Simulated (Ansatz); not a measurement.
# La3Sb (L12 type): how the settings move a single-point run

How sensitive is a single-point run of La3Sb (L12 type) to its settings? A reference run comes first, then one run with altered input.

Computed with Ansatz 0.2.0 (reference: DFT, r2SCAN, PAW with Ansatz's default frozen-core files, scalar-relativistic, unless a step's input says otherwise).

## 1. The starting structure

The structure is cubic, space group Pm-3m (No. 221). Conventional cell: a = 4.647 Å, b = 4.647 Å, c = 4.647 Å, α = 90.00°, β = 90.00°, γ = 90.00°. Around Sb (site symmetry m-3m) lie 12 La at 3.29 Å. Around La (site symmetry 4/mmm) lie 4 Sb at 3.29 Å and 8 La at 3.29 Å.

Structure file:

```
Sb La
1.0
     4.64712    0.00000    0.00000
     0.00000    4.64712    0.00000
     0.00000    0.00000    4.64712
Sb La
1 3
Direct
  0.00000 0.00000 0.00000
  0.00000 0.50000 0.50000
  0.50000 0.00000 0.50000
  0.50000 0.50000 0.00000
```

## 2. Reference

Contents of input.yaml:

```yaml
crystal:
  lattice:
    - [4.6471202473, 0.0, 0.0]
    - [0.0, 4.6471202473, 0.0]
    - [0.0, 0.0, 4.6471202473]
  atoms:
    - { symbol: Sb, position: [0.0, 0.0, 0.0] }
    - { symbol: La, position: [0.0, 0.5, 0.5] }
    - { symbol: La, position: [0.5, 0.0, 0.5] }
    - { symbol: La, position: [0.5, 0.5, 0.0] }
kpoints:
  mp_grid: { grid: [7, 7, 7] }
  band_path:
    path:
      - [0.0, 0.0, 0.0]
      - [0.0, 0.5, 0.0]
      - [0.5, 0.5, 0.0]
      - [0.0, 0.0, 0.0]
      - [0.5, 0.5, 0.5]
      - [0.0, 0.5, 0.0]
      - [0.5, 0.5, 0.5]
      - [0.5, 0.5, 0.0]
    npoints: 14
scf:
  occupations: { method: fermi_dirac, width: 0.05 }
hamiltonian:
  xc: r2scan
  pseudopotentials: { kind: paw }
output:
  forces: true
  stress: true
  eigenvalues: true
  populations: true
  bader: true
  write_density: true
  write_potential: true
  elf: true
  volumetric_format: npy
```

Command:

```sh
$ ansatz run input.yaml --threads 1 --pin off --max-ram 3072MiB --backend cpu --events-out ev --progress --plain --runs-dir out
```

## 3. Variant: hubbard.sites [{species: La, l: f, u_eff: 5.0}], hubbard.double_counting fll

input.yaml: that of step 2 with these lines changed.

```diff
@@ -28,2 +28,3 @@
   pseudopotentials: { kind: paw }
+  hubbard: { sites: [{ species: La, l: f, u_eff: 5.0 }], double_counting: fll }
 output:
@@ -33,3 +34,2 @@
   populations: true
-  bader: true
   write_density: true
```

**Question.** What will these runs give? Wanted: for each run, ending; energy change; pressure; gap; force.

As calculated:

| run | ending | energy change | pressure (GPa) | gap (eV) | force (eV/Å) | cycles | time |
| --- | --- | --- | --- | --- | --- | --- | --- |
| reference | converged | 0 | 17.1 | 0.00 | 0.00 | 8 | 22 s |
| 1: hubbard.sites [{species: La, l: f, u_eff: 5.0}], hubbard.double_counting fll | converged | +274.8 meV/atom (U changed: no physical gain or loss) | 20.8 | 0.00 | 0.00 | 9 | 15 s |

Times don't compare one to one where runs were asked for different outputs or read a saved state (see the inputs); cycles may leave out searches for a lower state.

Residual by cycle in the longest SCF loop of each run; runs are numbered as in the table. The quantity is the density residual dr2, in eV.

| cycle | reference | run 1 |
| --- | --- | --- |
| 1 | 0.0878 | 10.2 |
| 2 | 0.0332 | 3.21 |
| 3 | 0.00254 | 0.235 |
| 4 | 3.7e-4 | 0.0122 |
| 5 | 5.4e-5 | 0.00123 |
| 6 | 4.4e-6 | 7.4e-5 |
| 7 | 3.6e-7 | 2.4e-6 |
| 8 | 2.4e-8 | 1.5e-7 |
| 9 | - | 1.6e-8 |

What this shows: Changing the Hubbard U moves the energy by +274.8 meV/atom, and the pressure goes from 17.1 to 20.8 GPa. The U term adds an energy of its own, so the shift says nothing about which run is better. A changed U is a change of model: its shifts are not errors of convergence. The structure is not at rest: the sound run finds 17 GPa, so these are no properties of the relaxed crystal. 
